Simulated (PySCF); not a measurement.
# N···Cu: magnetic exchange

Aim: compute the magnetic exchange of N···Cu.

Computed with PySCF 2.14.0 and routines of our own; the level stands in each step. Atoms count from 0.

## 1. The system as given

2 atoms, charge 0, high-spin multiplicity 5; geometry from: GFN2-xTB fragments, placed rigidly.

The system (radical pair): N···Cu. The radical centres are 5.28 Å apart; the spin sites are atom 0 (3 unpaired) and atom 1 (1 unpaired).

## 2. Magnetic exchange: CASSCF and SC-NEVPT2/def2-TZVP (4,4)

What the job is given:

```
{"job": {"kind": "cas", "basis": "def2-TZVP", "active": "magnetic", "zfs": false}, "charge": 0, "high_spin_multiplicity": 5, "spin_sites": [[[0], 3], [[1], 1]]}
N      0.000000     0.000000    -2.639000
Cu     0.000000     0.000000     2.639000
```

With the program's defaults for keys left out, this is: CASSCF and SC-NEVPT2/def2-TZVP spin states, gas phase.

On the command line:

```console
$ OMP_NUM_THREADS=1 python exch_run.py task.json out
```

The driver reads the jobs from task.json and runs them one after another.

Output:

```text
start orbitals: natural orbitals of the high-spin HF determinant (converged)
active space: 4 electrons in 4 orbitals, 16 closed; orbitals optimised for multiplicities 5 3
macro   0  E = -1693.3214490077  dE =  0.000e+00  |g| = 3.687e-02
macro   1  E = -1693.3216511564  dE = -2.021e-04  |g| = 1.262e-02
macro   2  E = -1693.3216743625  dE = -2.321e-05  |g| = 3.091e-03
macro   3  E = -1693.3216744852  dE = -1.227e-07  |g| = 3.788e-03
macro   4  E = -1693.3216747882  dE = -3.030e-07  |g| = 3.120e-04
macro   5  E = -1693.3216748144  dE = -2.626e-08  |g| = 1.602e-04
CASSCF converged, mean energy = -1693.3216748144
2S+1 = 5  root 0  E(CAS) = -1693.32164685  E(NEVPT2) = -1694.08479198  occupations 1.000 1.000 1.000 1.000
2S+1 = 3  root 0  E(CAS) = -1693.32170278  E(NEVPT2) = -1694.08485082  occupations 1.026 1.000 1.000 0.974
```

It took 1 s on 1 thread of Intel Xeon 6975P-C, shared host; peak memory 0.2 GiB.

From this job:

```tsv
quantity	value
J (CASSCF)	-3 cm⁻¹
J (NEVPT2)	-3 cm⁻¹
low less high spin (NEVPT2)	0.0 kcal/mol
```

Mulliken spin populations of the high-spin state:

```tsv
atom	value (e)
N0	3.00
Cu1	1.00
```

## 3. Magnetic exchange: HF/def2-TZVP

What the job is given:

```
{"job": {"kind": "bs", "xc": "HF", "basis": "def2-TZVP", "rks": false}, "charge": 0, "high_spin_multiplicity": 5, "spin_sites": [[[0], 3], [[1], 1]]}
N      0.000000     0.000000    -2.639000
Cu     0.000000     0.000000     2.639000
```

With the program's defaults for keys left out, this is: HF/def2-TZVP high-spin and broken-symmetry single points, gas phase.

Output:

```text
high-spin state, multiplicity 5
final grid: 24032 points
cycle   1  E = -1693.2062248776  dE = -9.262e-01  |g| = 6.637e-01  |ddm| = 9.420e-01
cycle   2  E = -1693.2312544771  dE = -2.503e-02  |g| = 8.109e-01  |ddm| = 5.005e-01
cycle   3  E = -1693.3229450412  dE = -9.169e-02  |g| = 5.816e-02  |ddm| = 1.928e-01
cycle   4  E = -1693.3250921572  dE = -2.147e-03  |g| = 2.182e-02  |ddm| = 6.951e-02
cycle   5  E = -1693.3256938930  dE = -6.017e-04  |g| = 6.369e-03  |ddm| = 5.184e-02
cycle   6  E = -1693.3257256043  dE = -3.171e-05  |g| = 1.159e-03  |ddm| = 1.374e-02
cycle   7  E = -1693.3257268307  dE = -1.226e-06  |g| = 4.626e-04  |ddm| = 1.784e-03
cycle   8  E = -1693.3257270733  dE = -2.426e-07  |g| = 7.402e-05  |ddm| = 9.593e-04
cycle   9  E = -1693.3257270776  dE = -4.258e-09  |g| = 8.737e-06  |ddm| = 1.202e-04
converged SCF energy = -1693.3257270776

broken-symmetry state, M_S = 1, start: spins of the second site flipped
final grid: 24032 points
cycle   1  E = -1693.3251389529  dE = -3.753e-03  |g| = 2.417e-02  |ddm| = 8.724e-02
cycle   2  E = -1693.3256332938  dE = -4.943e-04  |g| = 1.064e-02  |ddm| = 2.856e-02
cycle   3  E = -1693.3257555727  dE = -1.223e-04  |g| = 4.018e-03  |ddm| = 1.822e-02
cycle   4  E = -1693.3257619882  dE = -6.415e-06  |g| = 3.114e-03  |ddm| = 3.172e-03
cycle   5  E = -1693.3257650893  dE = -3.101e-06  |g| = 6.249e-04  |ddm| = 1.958e-03
cycle   6  E = -1693.3257654225  dE = -3.331e-07  |g| = 1.701e-04  |ddm| = 9.513e-04
cycle   7  E = -1693.3257654558  dE = -3.330e-08  |g| = 3.889e-05  |ddm| = 3.580e-04
cycle   8  E = -1693.3257654577  dE = -1.947e-09  |g| = 1.150e-06  |ddm| = 1.118e-04
converged SCF energy = -1693.3257654577

<S^2> high spin = 6.0097, broken symmetry = 3.0093
E(HS) - E(BS) = 8.42 cm-1
J_noodleman = -2.81 cm-1
J_unprojected = -2.11 cm-1
J_yamaguchi = -2.81 cm-1
```

It took 0.3 s on 1 thread of Intel Xeon 6975P-C, shared host; peak memory 0.21 GiB.

In short:

```tsv
quantity	value
J (Yamaguchi)	-3 cm⁻¹
low less high spin, projected	0.0 kcal/mol
```

## 4. Magnetic exchange: TPSSh/def2-TZVP

What the job is given:

```
{"job": {"kind": "bs", "xc": "TPSSh", "grid": 2, "basis": "def2-TZVP", "rks": false}, "charge": 0, "high_spin_multiplicity": 5, "spin_sites": [[[0], 3], [[1], 1]]}
N      0.000000     0.000000    -2.639000
Cu     0.000000     0.000000     2.639000
```

Level: TPSSh/def2-TZVP high-spin and broken-symmetry single points, gas phase.

Output:

```text
high-spin state, multiplicity 5
final grid: 24032 points
cycle   1  E = -1695.0514574689  dE =  2.431e-02  |g| = 5.382e-01  |ddm| = 3.729e-01
cycle   2  E = -1694.7903352827  dE =  2.611e-01  |g| = 1.417e+00  |ddm| = 6.093e-01
cycle   3  E = -1695.0993726533  dE = -3.090e-01  |g| = 7.645e-02  |ddm| = 3.645e-01
cycle   4  E = -1695.1006122654  dE = -1.240e-03  |g| = 1.668e-02  |ddm| = 4.737e-02
cycle   5  E = -1695.1006606418  dE = -4.838e-05  |g| = 2.550e-04  |ddm| = 6.933e-03
cycle   6  E = -1695.1006606696  dE = -2.785e-08  |g| = 1.218e-04  |ddm| = 3.547e-04
cycle   7  E = -1695.1006606741  dE = -4.455e-09  |g| = 3.652e-05  |ddm| = 7.701e-05
converged SCF energy = -1695.1006606741

broken-symmetry state, M_S = 1, start: spins of the second site flipped
final grid: 24032 points
cycle   1  E = -1695.1006332318  dE = -2.744e-03  |g| = 1.068e-02  |ddm| = 8.898e-02
cycle   2  E = -1695.1006750684  dE = -4.184e-05  |g| = 1.599e-02  |ddm| = 1.528e-02
cycle   3  E = -1695.1007105792  dE = -3.551e-05  |g| = 7.519e-03  |ddm| = 6.065e-03
cycle   4  E = -1695.1007206380  dE = -1.006e-05  |g| = 1.325e-03  |ddm| = 3.831e-03
cycle   5  E = -1695.1007214889  dE = -8.509e-07  |g| = 1.943e-04  |ddm| = 1.147e-03
cycle   6  E = -1695.1007214975  dE = -8.563e-09  |g| = 5.354e-05  |ddm| = 1.677e-04
converged SCF energy = -1695.1007214975

<S^2> high spin = 6.0070, broken symmetry = 3.0053
E(HS) - E(BS) = 13.35 cm-1
J_noodleman = -4.45 cm-1
J_unprojected = -3.34 cm-1
J_yamaguchi = -4.45 cm-1
```

Wall time 3.2 s (1 thread of Intel Xeon 6975P-C, shared host); peak memory 0.25 GiB.

In short:

```tsv
quantity	value
J (Yamaguchi)	-4 cm⁻¹
low less high spin, projected	-0.1 kcal/mol
```

## 5. Magnetic exchange: HF/def2-TZVP in acetonitrile

What the job is given:

```
{"job": {"kind": "bs", "xc": "HF", "basis": "def2-TZVP", "rks": false, "solvent": "acetonitrile"}, "charge": 0, "high_spin_multiplicity": 5, "spin_sites": [[[0], 3], [[1], 1]]}
N      0.000000     0.000000    -2.639000
Cu     0.000000     0.000000     2.639000
```

Method: HF/def2-TZVP high-spin and broken-symmetry single points, IEF-PCM acetonitrile.

Output:

```text
high-spin state, multiplicity 5
final grid: 24032 points
cycle   1  E = -1693.2090830972  dE = -9.268e-01  |g| = 6.674e-01  |ddm| = 9.681e-01
cycle   2  E = -1693.2331190209  dE = -2.404e-02  |g| = 8.173e-01  |ddm| = 4.883e-01
cycle   3  E = -1693.3260637264  dE = -9.294e-02  |g| = 5.766e-02  |ddm| = 1.941e-01
cycle   4  E = -1693.3281793607  dE = -2.116e-03  |g| = 2.184e-02  |ddm| = 6.737e-02
cycle   5  E = -1693.3287735948  dE = -5.942e-04  |g| = 6.280e-03  |ddm| = 5.084e-02
cycle   6  E = -1693.3288063664  dE = -3.277e-05  |g| = 1.144e-03  |ddm| = 1.505e-02
cycle   7  E = -1693.3288078015  dE = -1.435e-06  |g| = 4.788e-04  |ddm| = 2.982e-03
cycle   8  E = -1693.3288081018  dE = -3.003e-07  |g| = 7.624e-05  |ddm| = 1.783e-03
cycle   9  E = -1693.3288081068  dE = -4.979e-09  |g| = 9.594e-06  |ddm| = 1.907e-04
converged SCF energy = -1693.3288081068

broken-symmetry state, M_S = 1, start: spins of the second site flipped
final grid: 24032 points
cycle   1  E = -1693.3282488637  dE = -3.756e-03  |g| = 2.399e-02  |ddm| = 8.743e-02
cycle   2  E = -1693.3287379619  dE = -4.891e-04  |g| = 1.047e-02  |ddm| = 2.859e-02
cycle   3  E = -1693.3288567236  dE = -1.188e-04  |g| = 3.848e-03  |ddm| = 1.809e-02
cycle   4  E = -1693.3288627692  dE = -6.046e-06  |g| = 3.052e-03  |ddm| = 3.099e-03
cycle   5  E = -1693.3288656575  dE = -2.888e-06  |g| = 6.148e-04  |ddm| = 1.863e-03
cycle   6  E = -1693.3288659892  dE = -3.317e-07  |g| = 1.719e-04  |ddm| = 1.011e-03
cycle   7  E = -1693.3288660259  dE = -3.676e-08  |g| = 4.118e-05  |ddm| = 4.427e-04
cycle   8  E = -1693.3288660285  dE = -2.619e-09  |g| = 4.344e-06  |ddm| = 1.667e-04
converged SCF energy = -1693.3288660285

<S^2> high spin = 6.0095, broken symmetry = 3.0090
E(HS) - E(BS) = 12.71 cm-1
J_noodleman = -4.24 cm-1
J_unprojected = -3.18 cm-1
J_yamaguchi = -4.24 cm-1
```

Wall time 0.8 s (1 thread of Intel Xeon 6975P-C, shared host); peak memory 0.25 GiB.

In short:

```tsv
quantity	value
J (Yamaguchi)	-4 cm⁻¹
low less high spin, projected	0.0 kcal/mol
```

## 6. Magnetic exchange: TPSSh/def2-TZVP, other SCF options

What the job is given:

```
{"job": {"kind": "bs", "xc": "TPSSh", "grid": 2, "basis": "def2-TZVP", "rks": false, "scf": {"diis_space": 4, "max_cycle": 75}}, "charge": 0, "high_spin_multiplicity": 5, "spin_sites": [[[0], 3], [[1], 1]]}
N      0.000000     0.000000    -2.639000
Cu     0.000000     0.000000     2.639000
```

Method: TPSSh/def2-TZVP high-spin and broken-symmetry single points, gas phase.

Output:

```text
high-spin state, multiplicity 5
final grid: 24032 points
cycle   1  E = -1685.3486269984  dE =  9.156e+00  |g| = 5.056e+00  |ddm| = 1.609e+00
cycle   2  E = -1666.0361621379  dE =  1.931e+01  |g| = 8.926e+00  |ddm| = 5.938e+00
cycle   3  E = -1688.6729560785  dE = -2.264e+01  |g| = 3.487e+00  |ddm| = 4.804e+00
cycle   4  E = -1689.4653614329  dE = -7.924e-01  |g| = 2.315e+00  |ddm| = 2.783e+00
cycle   5  E = -1689.9226415509  dE = -4.573e-01  |g| = 2.318e+00  |ddm| = 2.665e+00
cycle   6  E = -1681.8214478285  dE =  8.101e+00  |g| = 3.858e+00  |ddm| = 8.809e+00
cycle   7  E = -1688.4279234505  dE = -6.606e+00  |g| = 2.989e+00  |ddm| = 7.625e+00
cycle   8  E = -1694.9882620818  dE = -6.560e+00  |g| = 6.124e-01  |ddm| = 2.211e+00
cycle   9  E = -1690.7272417696  dE =  4.261e+00  |g| = 1.063e+00  |ddm| = 2.157e+00
cycle  10  E = -1695.0596253124  dE = -4.332e+00  |g| = 2.697e-01  |ddm| = 2.155e+00
cycle  11  E = -1695.0868050222  dE = -2.718e-02  |g| = 2.276e-01  |ddm| = 2.054e-01
cycle  12  E = -1695.1000392204  dE = -1.323e-02  |g| = 3.512e-02  |ddm| = 1.927e-01
cycle  13  E = -1695.1006138459  dE = -5.746e-04  |g| = 1.276e-02  |ddm| = 4.619e-02
cycle  14  E = -1695.1006590050  dE = -4.516e-05  |g| = 2.265e-03  |ddm| = 1.470e-02
cycle  15  E = -1695.1006605158  dE = -1.511e-06  |g| = 3.712e-04  |ddm| = 1.648e-03
cycle  16  E = -1695.1006606564  dE = -1.406e-07  |g| = 1.898e-04  |ddm| = 7.209e-04
cycle  17  E = -1695.1006606735  dE = -1.709e-08  |g| = 4.703e-05  |ddm| = 2.695e-04
cycle  18  E = -1695.1006606742  dE = -6.839e-10  |g| = 1.812e-05  |ddm| = 4.399e-05
converged SCF energy = -1695.1006606742

broken-symmetry state, M_S = 1, start: spins of the second site flipped
final grid: 24032 points
cycle   1  E = -1695.1006334777  dE = -2.744e-03  |g| = 1.061e-02  |ddm| = 8.897e-02
cycle   2  E = -1695.1006773987  dE = -4.392e-05  |g| = 1.552e-02  |ddm| = 1.519e-02
cycle   3  E = -1695.1007102632  dE = -3.286e-05  |g| = 7.671e-03  |ddm| = 5.986e-03
cycle   4  E = -1695.1007206373  dE = -1.037e-05  |g| = 1.326e-03  |ddm| = 3.840e-03
cycle   5  E = -1695.1007214890  dE = -8.517e-07  |g| = 1.942e-04  |ddm| = 1.147e-03
cycle   6  E = -1695.1007214978  dE = -8.884e-09  |g| = 2.991e-05  |ddm| = 1.550e-04
converged SCF energy = -1695.1007214978

<S^2> high spin = 6.0070, broken symmetry = 3.0053
E(HS) - E(BS) = 13.35 cm-1
J_noodleman = -4.45 cm-1
J_unprojected = -3.34 cm-1
J_yamaguchi = -4.45 cm-1
```

Run time: 4.4 s. Hardware: 1 thread of Intel Xeon 6975P-C, shared host; peak memory 0.25 GiB.

In short:

```tsv
quantity	value
J (Yamaguchi)	-4 cm⁻¹
low less high spin, projected	-0.1 kcal/mol
```

## 7. Magnetic exchange: HF/def2-TZVP, other SCF options

What the job is given:

```
{"job": {"kind": "bs", "xc": "HF", "basis": "def2-TZVP", "rks": false, "scf": {"max_cycle": 95}}, "charge": 0, "high_spin_multiplicity": 5, "spin_sites": [[[0], 3], [[1], 1]]}
N      0.000000     0.000000    -1.396559
Cu     0.000000     0.000000     1.396559
```

With the program's defaults for keys left out, this is: HF/def2-TZVP high-spin and broken-symmetry single points, gas phase.

Output:

```text
high-spin state, multiplicity 5
final grid: 24032 points
cycle   1  E = -1693.1861474052  dE = -8.807e-01  |g| = 6.820e-01  |ddm| = 1.080e+00
cycle   2  E = -1693.2152421636  dE = -2.909e-02  |g| = 8.420e-01  |ddm| = 5.862e-01
cycle   3  E = -1693.3140218403  dE = -9.878e-02  |g| = 6.015e-02  |ddm| = 2.002e-01
cycle   4  E = -1693.3165683572  dE = -2.547e-03  |g| = 2.318e-02  |ddm| = 7.716e-02
cycle   5  E = -1693.3172660502  dE = -6.977e-04  |g| = 7.423e-03  |ddm| = 5.638e-02
cycle   6  E = -1693.3173107255  dE = -4.468e-05  |g| = 1.690e-03  |ddm| = 1.575e-02
cycle   7  E = -1693.3173142684  dE = -3.543e-06  |g| = 6.969e-04  |ddm| = 3.180e-03
cycle   8  E = -1693.3173152288  dE = -9.604e-07  |g| = 2.316e-04  |ddm| = 1.836e-03
cycle   9  E = -1693.3173153818  dE = -1.530e-07  |g| = 1.133e-04  |ddm| = 7.058e-04
cycle  10  E = -1693.3173154277  dE = -4.592e-08  |g| = 5.339e-05  |ddm| = 4.564e-04
cycle  11  E = -1693.3173154373  dE = -9.609e-09  |g| = 1.284e-05  |ddm| = 2.774e-04
converged SCF energy = -1693.3173154373

broken-symmetry state, M_S = 1, start: spins of the second site flipped
final grid: 24032 points
cycle   1  E = -1693.3213980737  dE = -1.215e-02  |g| = 3.195e-02  |ddm| = 1.390e-01
cycle   2  E = -1693.3234120418  dE = -2.014e-03  |g| = 1.539e-02  |ddm| = 5.851e-02
cycle   3  E = -1693.3241128199  dE = -7.008e-04  |g| = 6.673e-03  |ddm| = 4.887e-02
cycle   4  E = -1693.3242198093  dE = -1.070e-04  |g| = 5.668e-03  |ddm| = 1.937e-02
cycle   5  E = -1693.3242568646  dE = -3.706e-05  |g| = 2.364e-03  |ddm| = 1.084e-02
cycle   6  E = -1693.3242731860  dE = -1.632e-05  |g| = 8.540e-04  |ddm| = 1.026e-02
cycle   7  E = -1693.3242752906  dE = -2.105e-06  |g| = 2.729e-04  |ddm| = 3.896e-03
cycle   8  E = -1693.3242754265  dE = -1.359e-07  |g| = 7.694e-05  |ddm| = 6.012e-04
cycle   9  E = -1693.3242754379  dE = -1.139e-08  |g| = 2.056e-05  |ddm| = 1.911e-04
cycle  10  E = -1693.3242754385  dE = -5.959e-10  |g| = 6.688e-06  |ddm| = 4.612e-05
converged SCF energy = -1693.3242754385

<S^2> high spin = 6.0098, broken symmetry = 2.9350
E(HS) - E(BS) = 1527.54 cm-1
J_noodleman = -509.18 cm-1
J_unprojected = -381.89 cm-1
J_yamaguchi = -496.79 cm-1
```

It took 0.9 s on 1 thread of Intel Xeon 6975P-C, shared host; peak memory 0.25 GiB.

**Diagnosis.** The input is at fault (coordinates in angstrom read as bohr), so its values are no properties of the molecule.

## 8. The levels compared

J for H = −2J S1·S2; the gap is low spin less high spin (projected; unprojected where the broken-symmetry state collapsed; or NEVPT2):

```tsv
step	level	geometry	J (cm⁻¹)	gap (kcal/mol)	time
2	CASSCF and SC-NEVPT2/def2-TZVP (4,4)	one	-3	0.0	1 s
3	HF/def2-TZVP	one	-3	0.0	0.3 s
4	TPSSh/def2-TZVP	one	-4	-0.1	3.2 s
5	HF/def2-TZVP in acetonitrile	one	-4	0.0	0.8 s
6	TPSSh/def2-TZVP, other SCF options	one	-4	-0.1	4.4 s
```

CASSCF times leave out a start SCF that an earlier step had already made.

## 9. What came out

| quantity | value |
| --- | --- |
| J (CASSCF) (step 2, CASSCF and SC-NEVPT2/def2-TZVP (4,4)) | -3 cm⁻¹ |
| J (NEVPT2) (step 2, CASSCF and SC-NEVPT2/def2-TZVP (4,4)) | -3 cm⁻¹ |
| low less high spin (NEVPT2) (step 2, CASSCF and SC-NEVPT2/def2-TZVP (4,4)) | 0.0 kcal/mol |
| J | -4 (TPSSh/def2-TZVP, other SCF options) to -3 cm⁻¹ (HF/def2-TZVP) |
| runs | 0 failed, 1 ended on unsound input |

The levels with a meaningful J put the low-spin state lower (antiferromagnetic coupling), from -4 to -3 cm⁻¹.
